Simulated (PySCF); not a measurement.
**A gas-phase reaction: AlClF2 + CH4O → CH3AlF2O + ClH**

What reaction energy should one expect for `[F][Al]([F])[Cl]` + `CO` → `C[O][Al]([F])[F]` + `Cl`?

Computed with PySCF 2.14.0; each step states its level. No surroundings beyond the atoms listed, unless a continuum is named. Atoms count from 0, parts from 1.

### Step 1. Starting point

Each species was relaxed by itself at PBE0-D3(BJ)/def2-SVPD.

### Step 2. Energies of the species: wB97M-D3(BJ)/def2-TZVPD

What the job is given:

```
{"job": {"kind": "react", "xc": "wB97M-D3(BJ)", "basis": "def2-TZVPD"}, "charge": 0, "multiplicity": 1}
-1 AlClF2 charge 0 multiplicity 1
F     -0.530920     0.218930     1.596740
Al     0.031040     0.003170     0.053620
F      1.649450     0.194630    -0.243460
Cl    -1.270650    -0.506800    -1.481400

-1 CH4O charge 0 multiplicity 1
C     -0.337340     0.017610    -0.027110
O      0.952520    -0.436320    -0.350480
H     -1.043240    -0.528260    -0.666370
H     -0.464920     1.096850    -0.222330
H     -0.603370    -0.185130     1.025170
H      1.599680     0.020520     0.191030

+1 CH3AlF2O charge 0 multiplicity 1
C     -0.414690     1.239390    -0.012320
O     -0.558250    -0.141690     0.158420
Al     0.395120    -1.515350     0.044710
F     -0.258080    -3.003410     0.373610
F      1.996640    -1.455280    -0.396340
H     -1.204790     1.613570    -0.681010
H     -0.518480     1.751910     0.956800
H      0.562730     1.510730    -0.443900

+1 ClH charge 0 multiplicity 1
Cl     0.644710    -0.003010    -0.002660
H     -0.643470     0.004620     0.003470
```

With the program's defaults for keys left out, this is: wB97M-D3(BJ)/def2-TZVPD reaction energy of separated species, gas phase.

The run is started by

```
> OMP_NUM_THREADS=1 python cluster_run.py task.json out
```

The driver reads the jobs from task.json and runs them one after another.

Standard output:

```text
species 1 (AlClF2)
coarse grid: 23272 points
cycle   1  E = -902.6611024170  dE =  9.031e-02  |g| = 8.124e-01  |ddm| = 1.879e+00
cycle   2  E = -902.6406091413  dE =  2.049e-02  |g| = 1.012e+00  |ddm| = 1.035e+00
cycle   3  E = -902.7801111035  dE = -1.395e-01  |g| = 4.623e-02  |ddm| = 5.040e-01
cycle   4  E = -902.7806815261  dE = -5.704e-04  |g| = 2.191e-02  |ddm| = 6.965e-02
cycle   5  E = -902.7808031678  dE = -1.216e-04  |g| = 4.000e-03  |ddm| = 1.890e-02
cycle   6  E = -902.7808115438  dE = -8.376e-06  |g| = 1.056e-03  |ddm| = 6.671e-03
final grid: 46848 points
cycle   7  E = -902.7808131365  dE = -7.177e-07  |g| = 7.139e-04  |ddm| = 1.733e-03
cycle   8  E = -902.7808132105  dE = -7.401e-08  |g| = 7.271e-04  |ddm| = 8.613e-04
cycle   9  E = -902.7808132837  dE = -7.312e-08  |g| = 9.552e-05  |ddm| = 3.032e-04
cycle  10  E = -902.7808132910  dE = -7.332e-09  |g| = 3.697e-05  |ddm| = 1.841e-04
cycle  11  E = -902.7808132916  dE = -6.000e-10  |g| = 4.604e-06  |ddm| = 6.583e-05
converged SCF energy = -902.7808132916

species 2 (CH4O)
coarse grid: 20248 points
cycle   1  E = -115.7314009628  dE =  7.119e-02  |g| = 5.636e-01  |ddm| = 1.531e+00
cycle   2  E = -115.7261997760  dE =  5.201e-03  |g| = 6.290e-01  |ddm| = 6.636e-01
cycle   3  E = -115.7900787202  dE = -6.388e-02  |g| = 2.852e-02  |ddm| = 2.810e-01
cycle   4  E = -115.7902369339  dE = -1.582e-04  |g| = 6.697e-03  |ddm| = 3.249e-02
cycle   5  E = -115.7902495464  dE = -1.261e-05  |g| = 1.490e-03  |ddm| = 1.016e-02
cycle   6  E = -115.7902501520  dE = -6.055e-07  |g| = 5.702e-04  |ddm| = 2.214e-03
final grid: 43904 points
cycle   7  E = -115.7902248733  dE = -7.447e-08  |g| = 4.614e-04  |ddm| = 4.185e-03
cycle   8  E = -115.7902248960  dE = -2.274e-08  |g| = 3.433e-04  |ddm| = 7.741e-04
cycle   9  E = -115.7902249216  dE = -2.558e-08  |g| = 1.604e-05  |ddm| = 1.996e-04
cycle  10  E = -115.7902249217  dE = -9.277e-11  |g| = 1.357e-05  |ddm| = 5.406e-05
converged SCF energy = -115.7902249217

species 3 (CH3AlF2O)
coarse grid: 34728 points
cycle   1  E = -557.5236221315  dE =  2.412e-01  |g| = 9.912e-01  |ddm| = 2.499e+00
cycle   2  E = -557.4890830716  dE =  3.454e-02  |g| = 1.193e+00  |ddm| = 1.513e+00
cycle   3  E = -557.6939283122  dE = -2.048e-01  |g| = 3.979e-02  |ddm| = 7.276e-01
cycle   4  E = -557.6944079415  dE = -4.796e-04  |g| = 2.071e-02  |ddm| = 7.374e-02
cycle   5  E = -557.6944992446  dE = -9.130e-05  |g| = 1.003e-02  |ddm| = 2.123e-02
cycle   6  E = -557.6945199137  dE = -2.067e-05  |g| = 2.640e-03  |ddm| = 8.928e-03
cycle   7  E = -557.6945219028  dE = -1.989e-06  |g| = 7.674e-04  |ddm| = 2.880e-03
final grid: 73632 points
cycle   8  E = -557.6945704742  dE = -3.788e-07  |g| = 5.758e-04  |ddm| = 3.703e-03
cycle   9  E = -557.6945705284  dE = -5.412e-08  |g| = 4.517e-04  |ddm| = 7.603e-04
cycle  10  E = -557.6945705712  dE = -4.287e-08  |g| = 7.530e-05  |ddm| = 2.670e-04
cycle  11  E = -557.6945705740  dE = -2.762e-09  |g| = 4.897e-05  |ddm| = 1.375e-04
cycle  12  E = -557.6945705752  dE = -1.169e-09  |g| = 5.601e-06  |ddm| = 8.216e-05
cycle  13  E = -557.6945705752  dE = -3.251e-11  |g| = 2.319e-06  |ddm| = 2.020e-05
converged SCF energy = -557.6945705752

species 4 (ClH)
coarse grid: 8792 points
cycle   1  E = -460.8503332370  dE = -8.165e-02  |g| = 2.169e-01  |ddm| = 7.239e-01
cycle   2  E = -460.8625127527  dE = -1.218e-02  |g| = 1.397e-01  |ddm| = 2.651e-01
cycle   3  E = -460.8670521444  dE = -4.539e-03  |g| = 1.358e-02  |ddm| = 9.818e-02
cycle   4  E = -460.8670932273  dE = -4.108e-05  |g| = 3.364e-03  |ddm| = 9.545e-03
cycle   5  E = -460.8670994757  dE = -6.248e-06  |g| = 8.516e-04  |ddm| = 3.915e-03
final grid: 17120 points
cycle   6  E = -460.8670682284  dE = -3.716e-07  |g| = 3.676e-04  |ddm| = 8.893e-04
cycle   7  E = -460.8670682746  dE = -4.628e-08  |g| = 1.618e-04  |ddm| = 3.981e-04
cycle   8  E = -460.8670682812  dE = -6.572e-09  |g| = 4.221e-05  |ddm| = 1.295e-04
cycle   9  E = -460.8670682825  dE = -1.316e-09  |g| = 3.976e-06  |ddm| = 6.531e-05
cycle  10  E = -460.8670682825  dE = -3.865e-12  |g| = 8.167e-07  |ddm| = 3.314e-06
converged SCF energy = -460.8670682825

Reaction energy = 5.712 kcal/mol
```

Run time: 35 s. Hardware: 1 thread of Arm Neoverse V2, shared host; peak memory 0.77 GiB.

Species by species (with the dispersion term, which the log's SCF energies lack):

| ν | species | energy (Eh) | HOMO (eV) |
| --- | --- | --- | --- |
| -1 | [F][Al]([F])[Cl] | -902.78319 | -12.39 |
| -1 | CO | -115.79380 | -10.52 |
| +1 | C[O][Al]([F])[F] | -557.70027 | -11.26 |
| +1 | Cl | -460.86761 | -11.93 |

### Step 3. Energies of the species: PBE0-D3(BJ)/def2-TZVPD

Same as in step 2 but for these lines:

```diff
@@ -1,2 +1,2 @@
-{"job": {"kind": "react", "xc": "wB97M-D3(BJ)", "basis": "def2-TZVPD"}, "charge": 0, "multiplicity": 1}
+{"job": {"kind": "react", "xc": "PBE0", "basis": "def2-TZVPD", "disp": "d3bj"}, "charge": 0, "multiplicity": 1}
 -1 AlClF2 charge 0 multiplicity 1
```

With the program's defaults for keys left out, this is: PBE0-D3(BJ)/def2-TZVPD reaction energy of separated species, gas phase.

Standard output:

```text
species 1 (AlClF2)
coarse grid: 5424 points
cycle   1  E = -902.0703048720  dE =  1.691e-01  |g| = 8.507e-01  |ddm| = 1.977e+00
cycle   2  E = -901.8599854230  dE =  2.103e-01  |g| = 1.480e+00  |ddm| = 1.329e+00
cycle   3  E = -902.1898289698  dE = -3.298e-01  |g| = 6.292e-02  |ddm| = 8.235e-01
cycle   4  E = -902.1905698690  dE = -7.409e-04  |g| = 3.542e-02  |ddm| = 9.039e-02
cycle   5  E = -902.1908112134  dE = -2.413e-04  |g| = 4.658e-03  |ddm| = 2.719e-02
cycle   6  E = -902.1908149980  dE = -3.785e-06  |g| = 1.587e-03  |ddm| = 3.758e-03
final grid: 46848 points
cycle   7  E = -902.1989509007  dE = -3.632e-05  |g| = 3.803e-03  |ddm| = 1.582e-02
cycle   8  E = -902.1989503673  dE =  5.334e-07  |g| = 3.761e-03  |ddm| = 5.704e-03
cycle   9  E = -902.1989533383  dE = -2.971e-06  |g| = 4.185e-04  |ddm| = 3.257e-03
cycle  10  E = -902.1989533656  dE = -2.735e-08  |g| = 2.095e-04  |ddm| = 2.771e-04
cycle  11  E = -902.1989533718  dE = -6.168e-09  |g| = 3.339e-05  |ddm| = 1.179e-04
cycle  12  E = -902.1989533720  dE = -2.319e-10  |g| = 7.192e-06  |ddm| = 2.173e-05
converged SCF energy = -902.1989533720

species 2 (CH4O)
coarse grid: 4656 points
cycle   1  E = -115.5795082871  dE =  6.219e-02  |g| = 5.863e-01  |ddm| = 1.556e+00
cycle   2  E = -115.4916016550  dE =  8.791e-02  |g| = 9.144e-01  |ddm| = 8.401e-01
cycle   3  E = -115.6420568821  dE = -1.505e-01  |g| = 4.540e-02  |ddm| = 4.748e-01
cycle   4  E = -115.6423843968  dE = -3.275e-04  |g| = 1.801e-02  |ddm| = 3.322e-02
cycle   5  E = -115.6424537576  dE = -6.936e-05  |g| = 4.965e-03  |ddm| = 1.209e-02
cycle   6  E = -115.6424590340  dE = -5.276e-06  |g| = 3.236e-04  |ddm| = 3.574e-03
final grid: 43904 points
cycle   7  E = -115.6393349640  dE = -2.479e-05  |g| = 7.082e-03  |ddm| = 7.714e-02
cycle   8  E = -115.6393275795  dE =  7.384e-06  |g| = 9.562e-03  |ddm| = 7.843e-03
cycle   9  E = -115.6393440907  dE = -1.651e-05  |g| = 8.590e-04  |ddm| = 4.414e-03
cycle  10  E = -115.6393442293  dE = -1.387e-07  |g| = 1.551e-04  |ddm| = 5.597e-04
cycle  11  E = -115.6393442345  dE = -5.204e-09  |g| = 1.649e-05  |ddm| = 9.495e-05
cycle  12  E = -115.6393442346  dE = -4.803e-11  |g| = 2.268e-06  |ddm| = 1.586e-05
converged SCF energy = -115.6393442346

species 3 (CH3AlF2O)
coarse grid: 7832 points
cycle   1  E = -556.9691610315  dE =  2.860e-01  |g| = 1.060e+00  |ddm| = 2.607e+00
cycle   2  E = -556.6395863722  dE =  3.296e-01  |g| = 1.783e+00  |ddm| = 1.945e+00
cycle   3  E = -557.1544776020  dE = -5.149e-01  |g| = 7.405e-02  |ddm| = 1.221e+00
cycle   4  E = -557.1546418994  dE = -1.643e-04  |g| = 7.180e-02  |ddm| = 9.125e-02
cycle   5  E = -557.1554648078  dE = -8.229e-04  |g| = 7.212e-03  |ddm| = 4.062e-02
cycle   6  E = -557.1554722633  dE = -7.455e-06  |g| = 7.588e-04  |ddm| = 7.477e-03
final grid: 73632 points
cycle   7  E = -557.1614173833  dE = -5.014e-05  |g| = 9.291e-03  |ddm| = 7.976e-02
cycle   8  E = -557.1613967993  dE =  2.058e-05  |g| = 1.438e-02  |ddm| = 1.177e-02
cycle   9  E = -557.1614312890  dE = -3.449e-05  |g| = 1.193e-03  |ddm| = 7.654e-03
cycle  10  E = -557.1614315845  dE = -2.955e-07  |g| = 1.930e-04  |ddm| = 1.003e-03
cycle  11  E = -557.1614315929  dE = -8.462e-09  |g| = 3.596e-05  |ddm| = 1.600e-04
cycle  12  E = -557.1614315931  dE = -1.407e-10  |g| = 2.277e-05  |ddm| = 3.199e-05
converged SCF energy = -557.1614315931

species 4 (ClH)
coarse grid: 2248 points
cycle   1  E = -460.6537841627  dE = -4.644e-02  |g| = 1.882e-01  |ddm| = 7.411e-01
cycle   2  E = -460.6558529284  dE = -2.069e-03  |g| = 1.902e-01  |ddm| = 3.151e-01
cycle   3  E = -460.6653816397  dE = -9.529e-03  |g| = 1.506e-02  |ddm| = 1.513e-01
cycle   4  E = -460.6654036967  dE = -2.206e-05  |g| = 2.693e-03  |ddm| = 7.323e-03
cycle   5  E = -460.6654052446  dE = -1.548e-06  |g| = 1.111e-03  |ddm| = 2.553e-03
final grid: 17120 points
cycle   6  E = -460.6658903394  dE = -4.429e-06  |g| = 2.164e-03  |ddm| = 7.338e-03
cycle   7  E = -460.6658903689  dE = -2.954e-08  |g| = 1.795e-03  |ddm| = 2.512e-03
cycle   8  E = -460.6658909865  dE = -6.176e-07  |g| = 1.533e-04  |ddm| = 1.363e-03
cycle   9  E = -460.6658909934  dE = -6.902e-09  |g| = 2.148e-05  |ddm| = 1.086e-04
cycle  10  E = -460.6658909935  dE = -1.007e-10  |g| = 4.933e-06  |ddm| = 1.682e-05
converged SCF energy = -460.6658909935

Reaction energy = 6.699 kcal/mol
```

Wall time 14 s (1 thread of Arm Neoverse V2, shared host); peak memory 0.65 GiB.

Reaction energy at this level: 6.70 kcal/mol.

### Step 4. Comparing the runs

Energies in kcal/mol, with wall time:

| run | reaction | time |
| --- | --- | --- |
| wB97M-D3(BJ)/def2-TZVPD | 5.71 | 35 s |
| PBE0-D3(BJ)/def2-TZVPD | 6.70 | 14 s |

### Step 5. What came out

```
                                                quantity                  value
               reaction energy (wB97M-D3(BJ)/def2-TZVPD)          5.71 kcal/mol
                     ΔH, ΔG at 298 K (xTB thermal terms)    +3.5, +4.0 kcal/mol
range of the reaction energy over the runs of this table  5.71 to 6.70 kcal/mol
```

**Reading.** The reaction is endothermic by 3.5 kcal/mol in the gas phase; dispersion gives -0.19, and xTB itself gave 6.01 for the electronic energy (xTB energies and thermal terms come from the earlier relaxation of each species, not shown). No barrier was sought. The reaction energy runs from 5.71 (wB97M-D3(BJ)/def2-TZVPD) to 6.70 kcal/mol (PBE0-D3(BJ)/def2-TZVPD).
